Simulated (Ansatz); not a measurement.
Geometry optimisation, DFT PBE-D3(BJ), scalar-relativistic, plane waves, PAW (Ansatz).

Input:

```yaml
accuracy: low
crystal:
  lattice:
    - [0.0, 5.42712, 5.42712]
    - [5.42712, 0.0, 5.42712]
    - [5.42712, 5.42712, 0.0]
  atoms:
    - { symbol: Si, position: [0.375, 0.375, 0.375] }
    - { symbol: Si, position: [0.25, 0.25, 0.25] }
    - { symbol: Si, position: [0.375, 0.375, 0.875] }
    - { symbol: Si, position: [0.25, 0.25, 0.75] }
    - { symbol: Si, position: [0.375, 0.875, 0.375] }
    - { symbol: Si, position: [0.25, 0.75, 0.25] }
    - { symbol: Si, position: [0.375, 0.875, 0.875] }
    - { symbol: Si, position: [0.25, 0.75, 0.75] }
    - { symbol: Si, position: [0.875, 0.375, 0.375] }
    - { symbol: Si, position: [0.75, 0.25, 0.25] }
    - { symbol: Si, position: [0.875, 0.375, 0.875] }
    - { symbol: Si, position: [0.75, 0.25, 0.75] }
    - { symbol: Si, position: [0.875, 0.875, 0.375] }
    - { symbol: Si, position: [0.75, 0.75, 0.25] }
    - { symbol: Si, position: [0.875, 0.875, 0.875] }
    - { symbol: Si, position: [0.75, 0.75, 0.75] }
    - { symbol: B, position: [0.1364274, 0.1229152, 0.6313565], spin: 1.0 }
magnetization:
  spin_polarized: true
basis:
  ecutwfc: 420.0
kpoints:
  mp_grid: { grid: [2, 2, 2] }
hamiltonian:
  xc: pbe
  dispersion: d3bj
scf:
  occupations: { method: fermi_dirac, width: 0.05 }
  lower_state_search: "off"
relax:
  f_tol: 0.08
  max_steps: 25
  adjacent_minimum: "off"
```

Launched with:

```bash
$ ansatz run input.yaml --threads 1 --pin off --max-ram 3072MiB --backend cpu --events-out ev --progress --plain --runs-dir out
```

Q: Where does it end, and by what steps?

A: It converged. The threshold is loose, so the end isn't yet a minimum. The force dipped under the threshold on the way, but the program's further checks kept it going. Limits of this set-up: coarse k mesh, low accuracy level. After 11 steps the energy has fallen by 0.143 eV; B17 moved furthest, 0.49 Å.

```json
{"step": "0", "energy less start (eV)": "0.0000", "largest force component (eV/Å)": "0.385", "accepted": "yes"}
{"step": "1", "energy less start (eV)": "-0.0532", "largest force component (eV/Å)": "0.170", "accepted": "yes"}
{"step": "2", "energy less start (eV)": "-0.0701", "largest force component (eV/Å)": "0.041", "accepted": "yes"}
{"step": "3", "energy less start (eV)": "-0.0716", "largest force component (eV/Å)": "0.070", "accepted": "yes"}
{"step": "4", "energy less start (eV)": "-0.0778", "largest force component (eV/Å)": "0.125", "accepted": "yes"}
{"step": "5", "energy less start (eV)": "-0.1011", "largest force component (eV/Å)": "0.154", "accepted": "yes"}
{"step": "6", "energy less start (eV)": "-0.1168", "largest force component (eV/Å)": "0.171", "accepted": "yes"}
{"step": "7", "energy less start (eV)": "-0.1272", "largest force component (eV/Å)": "0.082", "accepted": "yes"}
{"step": "8", "energy less start (eV)": "-0.1325", "largest force component (eV/Å)": "0.059", "accepted": "yes"}
{"step": "9", "energy less start (eV)": "-0.1342", "largest force component (eV/Å)": "0.366", "accepted": "yes"}
{"step": "10", "energy less start (eV)": "-0.1434", "largest force component (eV/Å)": "0.067", "accepted": "yes"}
{"step": "11", "energy less start (eV)": "-0.1434", "largest force component (eV/Å)": "0.067", "accepted": "yes"}
```

```xyz
17
Lattice="0.0000 5.4271 5.4271 5.4271 0.0000 5.4271 5.4271 5.4271 0.0000" Properties=species:S:1:pos:R:3
Si 4.077 4.039 4.099
Si 2.771 2.757 2.651
Si 6.820 6.847 4.054
Si 5.469 5.351 2.740
Si 6.742 4.033 6.777
Si 5.431 2.650 5.416
Si 9.485 6.800 6.801
Si 8.124 5.340 5.406
Si 4.084 6.764 6.772
Si 2.730 5.394 5.442
Si 6.811 9.453 6.779
Si 5.419 8.141 5.438
Si 6.780 6.706 9.499
Si 5.408 5.392 8.126
Si 9.504 9.452 9.475
Si 8.119 8.093 8.165
B 4.006 4.643 1.454
```

The run took 3.5 min on 1 thread of Arm Neoverse V1, on a shared host, peak memory 0.69 GiB.
